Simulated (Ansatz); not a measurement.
# CH₄Cl₂OSi₂: up Jacob's ladder to CCSD(T)

An exercise on one series of results from a longer session: the logs are not shown, and one member is left open.

The runs use Ansatz 0.2.0, Gaussian basis; functionals in def2-TZVPP, the program's frozen cores in correlated methods.

Levels to be run: LDA (SPW92), PBE-D4, revPBE-D4, BLYP-D4, r2SCAN-D4, B97M-V, PBE0-D4, B3LYP-D4, r2SCANh-D4, r2SCAN0-D4, HSE06-D4, BHLYP-D4, CAM-B3LYP-D4, LC-ωPBE, ωB97X-V, ωB97M-V, B2PLYP, PBE-QIDH; CCSD(T)/def2-SVP; CCSD(T)/def2-TZVPP; MP2/def2-QZVPP; extrapolation to the limit; RPA on PBE.

**The geometry**

The geometry comes from an earlier relaxation with PBE0-D4 in a triple-zeta def2 set; it is a stationary point, not always the lowest conformer.

SMILES `[SiH3][SiH]1OC1(Cl)Cl`, 10 atoms, charge 0, spin multiplicity 1.

Atoms are counted from 1 here; the program's logs count them from 0.

Bond lengths: Si1–Si2 2.332 Å, Si1–H7 1.481 Å, Si1–H8 1.486 Å, Si1–H9 1.486 Å, Si2–O3 1.702 Å, Si2–C4 1.825 Å, Si2–H10 1.482 Å, O3–C4 1.397 Å, C4–Cl5 1.759 Å, C4–Cl6 1.761 Å. Angles: Si2–Si1–H7 108.9°, Si2–Si1–H8 108.9°, Si2–Si1–H9 108.0°, H7–Si1–H8 110.7°, H7–Si1–H9 110.9°, H8–Si1–H9 109.3°, Si1–Si2–O3 116.4°, Si1–Si2–C4 121.9°, Si1–Si2–H10 118.9°, O3–Si2–C4 46.5°, O3–Si2–H10 113.7°, C4–Si2–H10 117.5°, Si2–O3–C4 71.4°, Si2–C4–O3 62.1°, Si2–C4–Cl5 122.7°, Si2–C4–Cl6 123.0°, O3–C4–Cl5 113.6°, O3–C4–Cl6 113.6° and more.

The first run:

in.yaml

```yaml
crystal:
  periodic: [false, false, false]
  atoms:
    - {symbol: Si, position_ang: [-0.454836, -1.413106, 1.163632]}
    - {symbol: Si, position_ang: [0.778516, -0.013179, -0.235593]}
    - {symbol: O, position_ang: [0.101715, 0.316163, -1.762217]}
    - {symbol: C, position_ang: [0.049591, 1.480024, -0.990456]}
    - {symbol: Cl, position_ang: [1.025634, 2.794918, -1.632002]}
    - {symbol: Cl, position_ang: [-1.589723, 2.025446, -0.647670]}
    - {symbol: H, position_ang: [-1.882686, -1.025437, 1.093343]}
    - {symbol: H, position_ang: [-0.269757, -2.819393, 0.720767]}
    - {symbol: H, position_ang: [0.069482, -1.259045, 2.545245]}
    - {symbol: H, position_ang: [2.255263, -0.137590, -0.252148]}
basis:
  gaussian: {orbitals: def2-TZVPP}
hamiltonian: {xc: lda}
output: {orbitals: {seedname: orbitals}}
```

Launch:

```sh
> ansatz run in.yaml --threads 4 --pin off --events-out ev --progress --plain --max-ram 10444MiB
```

Among the steps run: LDA; PBE-D4 (GGA); revPBE-D4 (GGA); BLYP-D4 (GGA); r2SCAN-D4 (meta-GGA); B97M-V (meta-GGA); PBE0-D4 (hybrid); B3LYP-D4 (hybrid); r2SCANh-D4 (hybrid); r2SCAN0-D4 (hybrid); HSE06-D4 (hybrid); BHLYP-D4 (hybrid); CAM-B3LYP-D4 (range-separated); LC-ωPBE (range-separated); ωB97X-V (range-separated); ωB97M-V (range-separated); B2PLYP (double hybrid); PBE-QIDH (double hybrid).

One table of the session follows, with a row left open; its other results are not shown here.

It belongs to the step «Frontier levels by functional». 

| functional | HOMO (eV) | LUMO (eV) | gap (eV) |
| --- | --- | --- | --- |
| LDA (SPW92) | -6.49 | -2.72 | 3.77 |
| PBE-D4 | -6.33 | -2.54 | 3.79 |
| revPBE-D4 | -6.27 | -2.46 | 3.80 |
| BLYP-D4 | -6.18 | -2.39 | 3.79 |
| r2SCAN-D4 | -6.58 | -2.43 | 4.15 |
| B97M-V | -6.66 | -2.51 | 4.15 |
| PBE0-D4 | -7.53 | -1.75 | 5.77 |
| B3LYP-D4 | -7.31 | -1.93 | 5.38 |
| r2SCANh-D4 | -7.02 | -2.13 | 4.89 |
| r2SCAN0-D4 | -7.69 | -1.69 | 6.00 |
| HSE06-D4 | -7.13 | -2.13 | 5.00 |
| BHLYP-D4 | -8.63 | -0.86 | 7.77 |
| CAM-B3LYP-D4 | -8.83 | -0.69 | 8.14 |
| LC-ωPBE | -10.15 | 0.40 | 10.55 |
| ωB97X-V | ? | ? | ? |
| ωB97M-V | -9.65 | 0.08 | 9.73 |

Q: Estimate the row for ωB97X-V from the others.

The run gave: HOMO (eV): -9.80; LUMO (eV): 0.29; gap (eV): 10.09. In the column «HOMO (eV)» it lies between LC-ωPBE (-10.15) and ωB97M-V (-9.65).
